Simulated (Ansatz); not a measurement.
# Pt: the cost of one run

Method: DFT r2SCAN, scalar-relativistic, plane waves, PAW, in Ansatz 0.2.0.

1 further run of the same task is left out (set aside as unsound or not needed).

**1. The system as given**

It takes space group Fm-3m (No. 225, cubic). Conventional cell: a = 3.940 Å, b = 3.940 Å, c = 3.940 Å, α = 90.00°, β = 90.00°, γ = 90.00°. Pt (site symmetry m-3m) is surrounded by 12 Pt at 2.79 Å.

Coordinates:

```cif
data_structure
_symmetry_space_group_name_H-M 'Fm-3m'
_symmetry_Int_Tables_number 225
_cell_length_a 3.9402
_cell_length_b 3.9402
_cell_length_c 3.9402
_cell_angle_alpha 90.000
_cell_angle_beta 90.000
_cell_angle_gamma 90.000
_cell_volume 61.17
loop_
_atom_site_label
_atom_site_type_symbol
_atom_site_symmetry_multiplicity
_atom_site_Wyckoff_symbol
_atom_site_fract_x
_atom_site_fract_y
_atom_site_fract_z
_atom_site_occupancy
Pt1 Pt 4 a 0.00000 0.00000 0.00000 1
```

It is the result of an earlier relaxation at this level (volume 15.29 Å³/atom; gap on the mesh: none (metal)).

**2. Electronic structure at the relaxed geometry**

The input, input.yaml:

```yaml
crystal:
  lattice:
    - [0.0, 1.9700946807, 1.9700946807]
    - [1.9700946807, 0.0, 1.9700946807]
    - [1.9700946807, 1.9700946807, 0.0]
  atoms:
    - { symbol: Pt, position: [0.0, 0.0, 0.0] }
basis:
  ecutwfc: 500
kpoints:
  mp_grid: { grid: [18, 18, 18] }
  band_path:
    path:
      - [[0.0, 0.0, 0.0], [0.5, 0.0, 0.5], [0.625, 0.25, 0.625]]
      - [[0.375, 0.375, 0.75], [0.0, 0.0, 0.0], [0.5, 0.5, 0.5], [0.5, 0.25, 0.75], [0.5, 0.0, 0.5]]
    npoints: 14
hamiltonian:
  xc: r2scan
scf:
  occupations: { method: gaussian, width: 0.1 }
  n_extra_bands: 6
output:
  forces: true
  stress: true
  eigenvalues: true
  populations: true
  dos: { projected: true, de: 0.02, nscf_kmesh: { grid: [27, 27, 27] } }
  bader: true
  write_density: true
  write_potential: true
  elf: true
  volumetric_format: npy
```

Command:

```sh
> ansatz run input.yaml --threads 1 --pin off --max-ram 2560MiB --backend cpu --events-out ev --progress --plain --runs-dir out
```

What time and memory should one allow on 1 thread of Intel Xeon Platinum 8259CL at 2.50GHz (Skylake/Cascade Lake), shared host?

About 22 s, with a peak of 0.53 GiB.
